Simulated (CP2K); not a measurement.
# InNH4 (SMILES [NH2][InH2]) at revPBE-D3(BJ)/TZV2P-MOLOPT-PBE-GTH (core potential)

What is the energy change on altering one bond length of InNH4 at revPBE-D3(BJ)/TZV2P-MOLOPT-PBE-GTH (core potential)? 

Program for the calculation: CP2K 2026.2.

1 further run of the same task is left out (set aside as unsound or not needed).

### 1 The system as given

InNH4 has 6 atoms, charge 0, and is taken as a singlet. As SMILES, `[NH2][InH2]`. The shape is that of a PBE0-D4/def2-TZVP optimisation.

Bond lengths: N1–In2 2.007 Å, N1–H3 1.006 Å, N1–H4 1.006 Å, In2–H5 1.712 Å, In2–H6 1.712 Å. Angles: N1–In2–H5 115.0°, N1–In2–H6 115.0°, In2–N1–H3 124.3°, In2–N1–H4 124.3°, H5–In2–H6 130.0°, H3–N1–H4 111.3°.

### 2 A single-point energy at revPBE-D3(BJ)/TZV2P-MOLOPT-PBE-GTH (core potential)

File molecule.xyz:

```xyz
6

N     -0.092200    -1.060500     0.036600
In     0.095300     0.935900    -0.048300
H     -0.598000    -1.552900     0.753400
H      0.311900    -1.697300    -0.629300
H      1.012500     1.520500    -1.370700
H     -0.687400     1.790300     1.212100
```

File gas.inp:

```
&GLOBAL
    PROJECT_NAME gas
    RUN_TYPE ENERGY
    PRINT_LEVEL MEDIUM
&END GLOBAL

&FORCE_EVAL
    METHOD QS
    &DFT
        BASIS_SET_FILE_NAME BASIS_MOLOPT_UZH
        POTENTIAL_FILE_NAME POTENTIAL_UZH
        CHARGE 0
        MULTIPLICITY 1
        ! Quickstep
        &QS
            METHOD GPW
            EPS_DEFAULT 1.0E-10
        &END QS
        ! real-space grids
        &MGRID
            CUTOFF 400
            REL_CUTOFF 50
            NGRIDS 4
        &END MGRID
        ! isolated system
        &POISSON
            PERIODIC NONE
            POISSON_SOLVER MULTIPOLE
        &END POISSON
        &SCF
            SCF_GUESS ATOMIC
            EPS_SCF 1.0E-06
            MAX_SCF 150
            ADDED_MOS 3
            &DIAGONALIZATION
                ALGORITHM STANDARD
            &END DIAGONALIZATION
            &MIXING
                METHOD BROYDEN_MIXING
                ALPHA 0.3
                NBUFFER 8
            &END MIXING
        &END SCF
        &XC
            &XC_FUNCTIONAL
                &PBE
                    PARAMETRIZATION REVPBE
                &END PBE
            &END XC_FUNCTIONAL
            &VDW_POTENTIAL
                POTENTIAL_TYPE PAIR_POTENTIAL
                &PAIR_POTENTIAL
                    TYPE DFTD3(BJ)
                    PARAMETER_FILE_NAME dftd3.dat
                    REFERENCE_FUNCTIONAL revPBE
                    R_CUTOFF 15
                &END PAIR_POTENTIAL
            &END VDW_POTENTIAL
        &END XC
        &PRINT
            &MOMENTS
                PERIODIC F
                REFERENCE COM
                MAX_MOMENT 1
            &END MOMENTS
            &MO ON
                ENERGIES T
                OCCUPATION_NUMBERS T
                NDIGITS 6
                &EACH
                    QS_SCF 0
                &END EACH
                ADD_LAST NUMERIC
            &END MO
            &HIRSHFELD OFF
            &END HIRSHFELD
        &END PRINT
    &END DFT
    &SUBSYS
        &CELL
            ABC [angstrom] 8.7 10.5 9.6
            PERIODIC NONE
        &END CELL
        &TOPOLOGY
            COORD_FILE_NAME molecule.xyz
            COORD_FILE_FORMAT XYZ
            &CENTER_COORDINATES
            &END CENTER_COORDINATES
        &END TOPOLOGY
        &KIND N
            BASIS_SET TZV2P-MOLOPT-PBE-GTH-q5
            POTENTIAL GTH-PBE-q5
        &END KIND
        &KIND In
            BASIS_SET TZV2P-MOLOPT-PBE-GTH-q13
            POTENTIAL GTH-PBE-q13
        &END KIND
        &KIND H
            BASIS_SET TZV2P-MOLOPT-PBE-GTH-q1
            POTENTIAL GTH-PBE-q1
        &END KIND
    &END SUBSYS
&END FORCE_EVAL
```

Command:

```sh
OMP_NUM_THREADS=1 cp2k.psmp -i gas.inp > gas.out 2>&1
```

The log of the run:

```text
CP2K| version string:                                       CP2K version 2026.2
[...]
 GLOBAL| Method name                                                        CP2K
[...]
 GLOBAL| Run type                                                         ENERGY
[...]
 DFT| Spin restricted Kohn-Sham (RKS) calculation                            RKS
 DFT| Multiplicity                                                             1
[...]
 DFT| Charge                                                                   0
[...]
 FUNCTIONAL| PBE:
[...]
 QS| Method:                                                                 GPW
[...]
 QS| Density cutoff [a.u.]:                                                200.0
[...]
 QS| Relative density cutoff [a.u.]:                                        25.0
[...]
                             - Atoms:                                          6
[...]
                             - Spherical basis functions:                    126
[...]
 Number of electrons:                                                         22
[...]
     1 NoMix/Diag. 0.30E+00    0.8     1.36743199       -68.2946623406 -6.83E+01
[...]
    22 Broy./Diag. 0.30E+00    1.0     0.00000096       -68.6287358903  2.97E-07
  *** SCF run converged in    22 steps ***
[...]
  Overlap energy of the core charge distribution:               0.00000033203589
  Self energy of the core charge distribution:               -120.43498373063112
  Core Hamiltonian energy:                                     37.46306723650796
  Hartree energy:                                              25.75758030777621
  Exchange-correlation energy:                                -11.40789425455899
  Dispersion energy:                                           -0.00650578146553
  Total energy:                                               -68.62873589033558
[...]
                     Mulliken Population Analysis
 #  Atom  Element  Kind  Atomic population                           Net charge
       1     N        1          5.492051                             -0.492051
       2     In       2         12.452373                              0.547627
       3     H        3          0.906713                              0.093287
       4     H        3          0.906709                              0.093291
       5     H        3          1.120953                             -0.120953
       6     H        3          1.121200                             -0.121200
 # Total charge                             22.000000                 -0.000000
[...]
  Dipole moment [Debye]
    X= -0.4324369E-01 Y= -0.5482436E+00 Z=  0.2551266E-01  Total=      0.5505379
 ENERGY| Total FORCE_EVAL ( QS ) energy [hartree]            -68.628735890335577
[...]
```

Run time: 23 s. Hardware: 1 thread of Arm Neoverse V2, shared host; peak memory 1.2 GiB.

### 3 The distorted shape at the same level

File molecule.xyz:

```xyz
6

N     -0.152810    -0.964988     0.136476
In     0.034690     1.031412     0.051576
H     -0.658610    -1.457388     0.853276
H      0.311900    -1.697300    -0.629300
H      0.951890     1.616012    -1.270824
H     -0.748010     1.885812     1.311976
```

File gas.inp:

```
&GLOBAL
   PROJECT gas
   RUN_TYPE ENERGY
   PRINT_LEVEL MEDIUM
&END GLOBAL

&FORCE_EVAL
   METHOD QS
   &DFT
      BASIS_SET_FILE_NAME BASIS_MOLOPT_UZH
      POTENTIAL_FILE_NAME POTENTIAL_UZH
      CHARGE 0
      MULTIPLICITY 1
      &QS
         METHOD GPW
         EPS_DEFAULT 1.0E-10
      &END QS
      &MGRID
         CUTOFF 400
         REL_CUTOFF 50
         NGRIDS 4
      &END MGRID
      &POISSON
         PERIODIC NONE
         POISSON_SOLVER MULTIPOLE
      &END POISSON
      &SCF
         SCF_GUESS ATOMIC
         EPS_SCF 1.0E-06
         MAX_SCF 80
         ADDED_MOS 3
         &DIAGONALIZATION
            ALGORITHM STANDARD
         &END DIAGONALIZATION
         &MIXING
            METHOD PULAY_MIXING
            ALPHA 0.2
            NBUFFER 4
         &END MIXING
      &END SCF
      &XC
         &XC_FUNCTIONAL
            &PBE
               PARAMETRIZATION REVPBE
            &END PBE
         &END XC_FUNCTIONAL
         &VDW_POTENTIAL
            POTENTIAL_TYPE PAIR_POTENTIAL
            &PAIR_POTENTIAL
               TYPE DFTD3(BJ)
               PARAMETER_FILE_NAME dftd3.dat
               REFERENCE_FUNCTIONAL revPBE
               R_CUTOFF 15
            &END PAIR_POTENTIAL
         &END VDW_POTENTIAL
      &END XC
      &PRINT
         &MOMENTS
            PERIODIC F
            REFERENCE COM
            MAX_MOMENT 1
         &END MOMENTS
         &MO ON
            ENERGIES T
            OCCUPATION_NUMBERS T
            NDIGITS 6
            &EACH
               QS_SCF 0
            &END EACH
            ADD_LAST NUMERIC
         &END MO
         &HIRSHFELD OFF
         &END HIRSHFELD
      &END PRINT
   &END DFT
   &SUBSYS
      &CELL
         ABC [angstrom] 8.7 10.6 9.6
         PERIODIC NONE
      &END CELL
      &TOPOLOGY
         COORD_FILE_NAME molecule.xyz
         COORD_FILE_FORMAT XYZ
         &CENTER_COORDINATES
         &END CENTER_COORDINATES
      &END TOPOLOGY
      &KIND N
         BASIS_SET TZV2P-MOLOPT-PBE-GTH-q5
         POTENTIAL GTH-PBE-q5
      &END KIND
      &KIND In
         BASIS_SET TZV2P-MOLOPT-PBE-GTH-q13
         POTENTIAL GTH-PBE-q13
      &END KIND
      &KIND H
         BASIS_SET TZV2P-MOLOPT-PBE-GTH-q1
         POTENTIAL GTH-PBE-q1
      &END KIND
   &END SUBSYS
&END FORCE_EVAL
```

Command:

```sh
OMP_NUM_THREADS=1 cp2k.psmp -i gas.inp -o gas.out
```

The log of the run:

```text
CP2K| version string:                                       CP2K version 2026.2
[...]
 GLOBAL| Method name                                                        CP2K
[...]
 GLOBAL| Run type                                                         ENERGY
[...]
 DFT| Spin restricted Kohn-Sham (RKS) calculation                            RKS
 DFT| Multiplicity                                                             1
[...]
 DFT| Charge                                                                   0
[...]
 FUNCTIONAL| PBE:
[...]
 QS| Method:                                                                 GPW
[...]
 QS| Density cutoff [a.u.]:                                                200.0
[...]
 QS| Relative density cutoff [a.u.]:                                        25.0
[...]
                             - Atoms:                                          6
[...]
                             - Spherical basis functions:                    126
[...]
 Number of electrons:                                                         22
[...]
     1 NoMix/Diag. 0.20E+00    0.9     1.37008185       -68.2753230844 -6.83E+01
[...]
    21 Pulay/Diag. 0.20E+00    0.9     0.00000088       -68.6165292353  1.18E-06
  *** SCF run converged in    21 steps ***
[...]
  Overlap energy of the core charge distribution:               0.00000021463923
  Self energy of the core charge distribution:               -120.43498373063112
  Core Hamiltonian energy:                                     37.29286605005370
  Hartree energy:                                              25.88385345709630
  Exchange-correlation energy:                                -11.35179035808001
  Dispersion energy:                                           -0.00647486840870
  Total energy:                                               -68.61652923533060
[...]
                     Mulliken Population Analysis
 #  Atom  Element  Kind  Atomic population                           Net charge
       1     N        1          5.598782                             -0.598782
       2     In       2         12.457284                              0.542716
       3     H        3          0.901486                              0.098514
       4     H        3          0.800430                              0.199570
       5     H        3          1.121134                             -0.121134
       6     H        3          1.120884                             -0.120884
 # Total charge                             22.000000                 -0.000000
[...]
  Dipole moment [Debye]
    X= -0.2534955E-01 Y= -0.5466634E+00 Z= -0.1306370E-02  Total=      0.5472524
 ENERGY| Total FORCE_EVAL ( QS ) energy [hartree]            -68.616529235330603
[...]
```

It took 21 s on 1 thread of Arm Neoverse V2, shared host; peak memory 0.98 GiB.

### 4 What came out

Level: revPBE-D3(BJ)/TZV2P-MOLOPT-PBE-GTH (core potential).

```
                                                         quantity          value
                                        first shape: total energy   -68.62874 Eh
                                       first shape: dipole moment         0.55 D
                                         first shape: HOMO energy       -5.63 eV
                                         first shape: LUMO energy       -1.70 eV
                                       first shape: HOMO–LUMO gap        3.93 eV
                                   first shape: dispersion energy  -17.08 kJ/mol
                                    distorted shape: total energy   -68.61653 Eh
                                   distorted shape: dipole moment         0.55 D
                                     distorted shape: HOMO energy       -5.58 eV
                                     distorted shape: LUMO energy       -1.69 eV
                                   distorted shape: HOMO–LUMO gap        3.89 eV
                               distorted shape: dispersion energy  -17.00 kJ/mol
energy change with the N1–H4 bond stretched from 1.006 to 1.157 Å       0.332 eV
```

In words: With the N1–H4 bond stretched from 1.006 to 1.157 Å the energy rises by 0.33 eV (7.7 kcal/mol). The first shape isn't relaxed at this level, so the change isn't measured from a minimum.
